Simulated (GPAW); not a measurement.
Set up this calculation in GPAW 26.7.0, as an ASE script.

| Quantity | Value |
| --- | --- |
| Task | single point |
| Functional | LDA |
| Potentials or basis | the program's PAW data sets (release 1.2.1) made for this functional |
| Cutoff | 600 eV |
| Basis | pw |
| k mesh | 8 × 8 × 8 |
| Occupations | fermi-dirac, width 0.05 eV |
| Spin | no spin polarisation |
| Hubbard terms | Hf d U = 6 eV |
| Maxiter | 150 |

The structure of HfGe lies in POSCAR:

```
HfGe
1.0
    3.9335093854      0.0000000000      0.0000000000
   -1.9667546927      3.4065190538      0.0000000000
    0.0000000000      0.0000000000      3.5096193900
Hf Ge
1 1
Direct
    0.0000000000      0.0000000000      0.5000000000
    0.3333333333      0.6666666667      0.5000000000
```

The cell was built by a generator and needn't be a form met in nature.

One way to write it, as run:

run.py

```python
from ase.dft.bandgap import bandgap
from ase.io import read, write
from ase.units import GPa
from gpaw import GPAW, PW

atoms = read('POSCAR')

calc = GPAW(mode=PW(600),
            xc='LDA',
            kpts={'size': (8, 8, 8), 'gamma': True},
            occupations={'name': 'fermi-dirac', 'width': 0.05},
            setups={'Hf': ':d,6.0'},
            nbands=18,
            convergence={'density': 1e-05, 'energy': 1e-05},
            maxiter=150,
            txt='gpaw.txt')
atoms.calc = calc
energy = atoms.get_potential_energy()
forces = atoms.get_forces()
stress = atoms.get_stress()
calc.write('gs.gpw')
write('result.traj', atoms)
print(f'Energy: {energy:.6f} eV')
print('Forces (eV/A):')
print(forces.round(4))
print('Stress (GPa):', (stress / GPa).round(3))
print('Fermi level:', round(calc.get_fermi_level(), 4), 'eV')
print(f'Gap: {bandgap(calc)[0]:.4f} eV, direct: {bandgap(calc, direct=True)[0]:.4f} eV')
```

Potentials or basis: the program's PAW data sets (release 1.2.1) made for this functional, pw.

Command:

```console
$ OMP_NUM_THREADS=1 python run.py
```

It gave:

```json
{
 "Pressure": "40.9 GPa",
 "Band gap on the k mesh": "none (metal or under the smearing width)"
}
```

Caveat: a pressure of tens of GPa on the cell as given is suspect, and the run, the potentials or the cell itself is likely at fault; U without spin polarisation on a metal has little footing; the U is typed as a test and isn't derived for this compound.

Wall time 31 s on 1 thread of Arm Neoverse V1, on a shared host, peak memory 0.17 GiB.
